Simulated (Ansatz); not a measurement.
Below is the output of a Python script on the Python package of Ansatz (0.2.0) that makes a projected density of states of Si, space group Fmmm. Write a script that gives it. Settings: PBEsol, PAW, the default cutoff (420 eV here), 7×7×7 k-points, cold smearing of 0.15 eV.

```
CELL_PARAMETERS angstrom
0.00000 2.65990 4.64324
2.42227 0.00000 4.64324
2.42227 2.65990 0.00000
ATOMIC_POSITIONS crystal
Si 0.72739 0.27261 0.72739
Si 0.27261 0.72739 0.27261
Si 0.77977 0.77977 0.22023
Si 0.22023 0.22023 0.77977
```

```console
$ python pdos_si.py
DeckWarning: basis.ecutwfc = 420 eV, auto-derived from the records' recommended cutoffs: set by Si (normal level)
states by shell in windows of E - E_F (eV): [(-8, -4), (-4, 0), (0, 6)]
Si 3S       1.795    1.110    1.808
Si 3P       3.094    5.357    6.605
centre of Si 3S: -4.72 eV
centre of Si 3P: -3.36 eV
```
(Warnings from the package without file and line.)

The script that was run (others could print the same):

The script, `pdos_si.py`:
```python
'''Which atoms and shells make the states of Si.'''

import ansatz as az
from ase import Atoms
import numpy as np

atoms = Atoms(
    ['Si', 'Si', 'Si', 'Si'],
    scaled_positions=[
        [0.727394, 0.272606, 0.727394],
        [0.272606, 0.727394, 0.272606],
        [0.779769, 0.779769, 0.220231],
        [0.220231, 0.220231, 0.779769],
    ],
    cell=[
        [0.0, 2.659898, 4.643244],
        [2.422268, 0.0, 4.643244],
        [2.422268, 2.659898, 0.0],
    ],
    pbc=True,
)
system = az.Crystal.from_ase(atoms)

job = (
    system.calculation()
    .functional('pbesol')
    .kpoints(7, 7, 7)
    .occupations('cold', width=0.15)
    .scf(extra_bands=14)
    .density_of_states(projected=True, method='smearing', broadening_width=0.15, energy_step=0.1)
)
outcome = job.run(threads=1, pin='off')
r = outcome.report

dos = outcome.density_of_states()
energy = np.asarray(dos.energies_ev) - dos.fermi_ev
curves = {}
for site in outcome.projected_density_of_states().sites:
    for shell in site.shells:
        weight = sum(np.sum(curve.g_bin_mean_per_ev, axis=0) for curve in shell.curves)
        name = f'{site.species} {shell.label}'
        curves[name] = curves.get(name, 0) + weight

step = energy[1] - energy[0]
windows = [(-8, -4), (-4, 0), (0, 6)]
print('states by shell in windows of E - E_F (eV):', windows)
for name, g in curves.items():
    print(f'{name:8s}', ' '.join(f'{step * g[(energy >= a) & (energy < b)].sum():8.3f}' for a, b in windows))
filled = (energy < 0) & (energy > -8)
for name, g in curves.items():
    if g[filled].sum() * step > 0.5:
        print(f'centre of {name}: {np.average(energy[filled], weights=g[filled]):.2f} eV')
```

What to keep in mind:
- For a metal this k-point mesh is coarse: on a finer one energies can move by several to tens of meV an atom and pressures by half a GPa or more, differences at one mesh by less.
- This isn't the structure that Si takes at ambient conditions.
- Curves are summed over the cell's atoms. Only shells that the potentials hold have channels, so projections don't add up to the total, least of all where a shell is missing (p of most metals); heights and places of peaks move with the mesh.
- The density of states is complete only as far up as bands were computed.
- A band centre counts only the states inside the window taken.
- The whole script took 4 s on 1 thread of Intel(R) Xeon(R) Processor @ 2.30GHz, on a shared host, peak memory 0.53 GiB.
